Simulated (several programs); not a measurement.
Many methods on one cell: GeSb₄Te₇ (P-3m1)

Measured values to be reproduced:
- volume: 30.76 Å³ an atom (from the lattice constants; a, hexagonal cell; 300 K; “Multiple superconducting phases driven by pressure in the topological insulator GeSb₄Te₇”; 2023; arxiv:2311.14472)

A 12-atom cell of GeSb₄Te₇ (P-3m1) from a materials database, relaxed with r2SCAN+rVV10 in Ansatz, was computed with several methods. It is trigonal, P-3m1 (No. 164); a = 4.266 Å, c = 24.224 Å in the conventional setting, 31.81 Å³ an atom. Around Ge lie 6 Te at 2.98 Å; around Sb lie 6 Te at 3.00–3.16 Å; around Sb lie 6 Te at 2.99–3.18 Å; around Te lie 3 Sb at 3.00 Å; around Te lie 3 Sb at 2.99 Å; around Te lie 3 Ge at 2.98 Å and 3 Sb at 3.18 Å; around Te lie 6 Sb at 3.16 Å. The values are computed, spin-unpolarised.

```
CELL_PARAMETERS angstrom
4.26566 0.00000 0.00000
-2.13283 3.69417 0.00000
0.00000 0.00000 24.22414
ATOMIC_POSITIONS crystal
Ge 0.00000 0.00000 0.50000
Sb 0.66667 0.33333 0.91821
Sb 0.33333 0.66667 0.34802
Sb 0.33333 0.66667 0.08179
Sb 0.66667 0.33333 0.65198
Te 0.33333 0.66667 0.84780
Te 0.66667 0.33333 0.15220
Te 0.00000 0.00000 0.72195
Te 0.66667 0.33333 0.43089
Te 0.33333 0.66667 0.56911
Te 0.00000 0.00000 0.00000
Te 0.00000 0.00000 0.27805
```

Gaps and times are for a single point on this cell; volume and bulk modulus come from each method's own relaxation or energy curve at fixed shape, which is too stiff where a cell has free coordinates or axes. Times are rough, from shared hosts (Arm Neoverse V2; Intel Xeon Platinum 8488C), and each method has its own mesh and cell size. A double dagger marks a value from a curve with shape and coordinates held. PM6 (MOPAC), PM7 (MOPAC), GFN1-xTB (tblite) treat a cluster of cells at its zone centre, which samples few k points: where these miss a band edge, the gap comes out too large for that reason alone. Gaps from k meshes are read at a limited set of points (mesh, symmetry points, PBE's band edges), so each method's own least gap may be somewhat smaller. xTB and the PM methods were fitted mostly to molecules, and can miss a solid's gap by electronvolts. Minimal bases can be far off for gaps. Times of the plane-wave ladder aren't listed, since it ran on unlike processors and cards. Curves at held shape can't give the bulk modulus of a layered or molecular crystal, so none is listed. d marks a direct gap, i an indirect one (no mark: not told apart), a dash a value that wasn't computed or didn't pass its checks.

```tsv
method	kind	gap (eV)	own volume (Å³/atom)	bulk modulus (GPa)	atoms computed	processor time
PBE-D3(BJ)	semilocal	–	30.63	–	12	–
r2SCAN+rVV10	semilocal	–	31.81	–	12	–
PBE-D4	semilocal	–	30.63	–	12	–
light PBE (260 eV and a coarse mesh)	light plane-wave	0.32 d	–	–	12	10 s
PM7 (MOPAC)	semi-empirical	3.95	–	–	cluster	46 s
PBE/SZV (CP2K)	small basis	0.29 d	–	–	12	47 s
GFN1-xTB (tblite)	tight binding	0.71	–	–	cluster	60 s
PBE/DZVP (CP2K)	small basis	0.31 d	33.36‡	–	12	90 s
PBE	semilocal	0.32 d	–	–	12	–
PM6 (MOPAC)	semi-empirical	3.17	–	–	cluster	95 s
LDA	semilocal	0.27 d	–	–	12	–
r2SCAN	semilocal	0.41 d	–	–	12	–
LC-ωPBE	hybrid	3.80 d	–	–	12	–
PBE0	hybrid	1.01 d	–	–	12	–
HSE06	hybrid	0.60 d	–	–	12	–
```

Against HSE06 (0.60 eV) and with closed or daggered gaps left aside, the nearest gap at the points sampled is that of GFN1-xTB (tblite) (+0.11 eV) and the farthest that of PM7 (MOPAC) (+3.35 eV). HSE06 is only a yardstick of convenience, and nearness to it can be luck.

Runs without a result: GFN2-xTB (tblite) (single point, out of time), GLLB-SC (GPAW) (single point, out of time).

Comparison with experiment:
- Volume, measured 30.76 Å³ an atom: PBE-D3(BJ) -0.4 %, r2SCAN+rVV10 +3.4 %, PBE-D4 -0.4 %.
The calculations are for a static lattice; samples hold vibrations, temperature and, in optical gaps, excitons. A measured value is shown where most reports agree with it, and only for the quantities listed.

No spin-orbit coupling is included; it can move band edges with weight on the heavy atoms by tenths of an eV.
